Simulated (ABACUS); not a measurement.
Runs of ABACUS 3.10.1 on Ba2Tl5V3O12. It takes space group R-3m (No. 166, trigonal). The conventional cell has a = 8.474 Å, b = 8.474 Å, c = 18.385 Å, α = 90.00°, β = 90.00°, γ = 120.00°. Ba (site symmetry -3m) is surrounded by 12 O at 3.23 Å. Ba (site symmetry -3m) is surrounded by 12 O at 3.22 Å. Around V (site symmetry 2/m) lie 4 O at 1.82 Å. Around Tl (site symmetry 2/m) lie 4 O at 2.36 Å. Around Tl (site symmetry 3m) lie 3 V at 2.80 Å and 6 O at 2.84 Å and 3 Tl at 2.98 Å. O (site symmetry 1) is surrounded by 1 V at 1.82 Å. The cell was built by a generator and needn't be a form met in nature.

```csv
task,level,potentials or basis,U,k mesh,SCF threshold on the density,max SCF steps,mixing share,symmetry key,threshold to restart the mixing,mesh quality,gap on the mesh (eV),pressure (GPa),moment (μB),largest force (eV/Å)
single point,PBEsol+U,"PseudoDojo NC SR 0.4.1 PBEsol standard, DZP LCAO (the cutoffs set its grid)",V d U = 8 eV,2 × 2 × 2,1e-06,120,0.2,-1,0.0005,coarse,none,(c),1.48,(b)
single point,PBEsol+U,"PseudoDojo NC SR 0.4.1 PBEsol standard, DZP LCAO (the cutoffs set its grid)",V d U = 6 eV,2 × 2 × 2,1e-06,120,0.2,-1,0.0005,coarse,none,-0.4,1.47,0.58
single point,PBEsol,"PseudoDojo NC SR 0.4.1 PBEsol standard, DZP LCAO (the cutoffs set its grid)",-,2 × 2 × 2,1e-07,100,0.4,1,-,coarse,none,-2.9,1.36,0.19
single point,PBEsol+U,"PseudoDojo NC SR 0.4.1 PBEsol standard, DZP LCAO (the cutoffs set its grid)",V d U = 4 eV,2 × 2 × 2,1e-06,120,0.2,-1,0.0005,coarse,none,-1.5,1.47,0.28
single point,PBEsol+U,"PseudoDojo NC SR 0.4.1 PBEsol standard, DZP LCAO (the cutoffs set its grid)",V d U = 2 eV,2 × 2 × 2,1e-06,120,0.2,-1,0.0005,coarse,none,-2.3,1.49,(a)
single point,r2SCAN,"SG15 ONCV 1.2 PBE, DZP LCAO (the cutoffs set its grid)",-,2 × 2 × 2,1e-07,100,0.4,1,-,coarse,none,-2.0,1.51,0.11
```

Alike in all rows: spin collinear, ferromagnetic start; cell as given; cutoff (eV) 1361; smearing fermi-dirac 0.05 eV.

Question: Fill in the values left out.

Answer: (a) 0.05; (b) 0.90; (c) 0.9.

Caveats: all runs use coarse meshes; the atomic orbitals were generated for these runs and aren't a published set; the basis of atomic orbitals isn't converged, which shifts pressures, moduli and gaps; this release of the barium file is off (some runs); semilocal functionals often make such compounds metallic where correlation or magnetic order opens a gap, which also shifts bond lengths (some runs); the potentials were made for another functional, which shifts forces and pressure (some runs).

A k mesh can miss the band edges, and the runs leave out spin-orbit coupling on Ba, Tl.

A gap of «none» marks a metal or a gap under the smearing width.

Runs at the PBE level aren't shown here.
